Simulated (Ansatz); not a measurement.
# Ba2HfO4, space group I4/mmm: a scan of one input key

With the Ansatz DFT code, driven from Python.

At the Python prompt:
```pycon
>>> import warnings
>>> import ansatz as az
>>> import pandas as pd
>>> warnings.simplefilter("ignore", az.DeckWarning)
>>> lattice = az.Lattice.of(
...     (-2.08029486, 2.08029486, 6.77789479),
...     (2.08029486, -2.08029486, 6.77789479),
...     (2.08029486, 2.08029486, -6.77789479),
... )
>>> sites = [
...     ("Ba", (0.35256168, 0.35256168, 0.0)),
...     ("Ba", (0.64743832, 0.64743832, 0.0)),
...     ("Hf", (0.0, 0.0, 0.0)),
...     ("O", (0.5, 0.0, 0.5)),
...     ("O", (0.0, 0.5, 0.5)),
...     ("O", (0.15461219, 0.15461219, 0.0)),
...     ("O", (0.84538781, 0.84538781, 0.0)),
... ]
>>> xtal = az.Crystal(lattice=lattice)
>>> for symbol, position in sites:
...     xtal = xtal.atom(symbol, position)
...
>>> len(xtal.resolved().sites)
7
>>> setup = (
...     xtal.calculation()
...     .functional("LDA")
...     .basis(420)
...     .kpoints(mesh=(6, 6, 6))
...     .occupations(az.OccupationsMethod.FIXED)
...     .band_table()
... )
>>> typed = setup.input()
>>> rows = []
>>> for value in [2, 5, 10]:
...     edited = typed.set(az.key.scf.mixing.ndim, value)
...     summary = az.Session.from_dict(edited).plan().execute().report
...     rows.append((value, summary["free_energy_ev"], summary["n_iterations"], len(summary["eigenvalues_ev"][0]) if "eigenvalues_ev" in summary else 0))
...

>>> print(pd.DataFrame(rows, columns=["history", "F eV", "iterations", "bands listed"]).round(4).to_string(index=False))
 history        F eV  iterations  bands listed
       2 -29269.6938          10            41
       5 -29269.6938           9            41
      10 -29269.6938           8            41
>>> print(edited.to_yaml())
crystal:
  lattice:
    - [-2.08029486, 2.08029486, 6.77789479]
    - [2.08029486, -2.08029486, 6.77789479]
    - [2.08029486, 2.08029486, -6.77789479]
  atoms:
    - { symbol: Ba, position: [0.35256168, 0.35256168, 0.0] }
    - { symbol: Ba, position: [0.64743832, 0.64743832, 0.0] }
    - { symbol: Hf, position: [0.0, 0.0, 0.0] }
    - { symbol: O, position: [0.5, 0.0, 0.5] }
    - { symbol: O, position: [0.0, 0.5, 0.5] }
    - { symbol: O, position: [0.15461219, 0.15461219, 0.0] }
    - { symbol: O, position: [0.84538781, 0.84538781, 0.0] }
basis:
  ecutwfc: 420.0
kpoints:
  mp_grid:
    grid: [6, 6, 6]
hamiltonian:
  xc: lda
scf:
  occupations:
    method: fixed
  mixing:
    ndim: 10
output:
  eigenvalues: true
```

Absolute energies stand on the zero of these potentials, so only differences at equal settings mean something. A total without «per atom» is that of the cell as typed. Spin is left out of this run. Spin-orbit coupling, which matters for elements this heavy, is left out. This cell is a computed structure, which may not be the phase found in nature. Timing: 34 s on 1 thread of Arm Neoverse V1 (shared host), peak memory 0.56 GiB.

(Lines on the test bed's own set-up are left out of the output.)
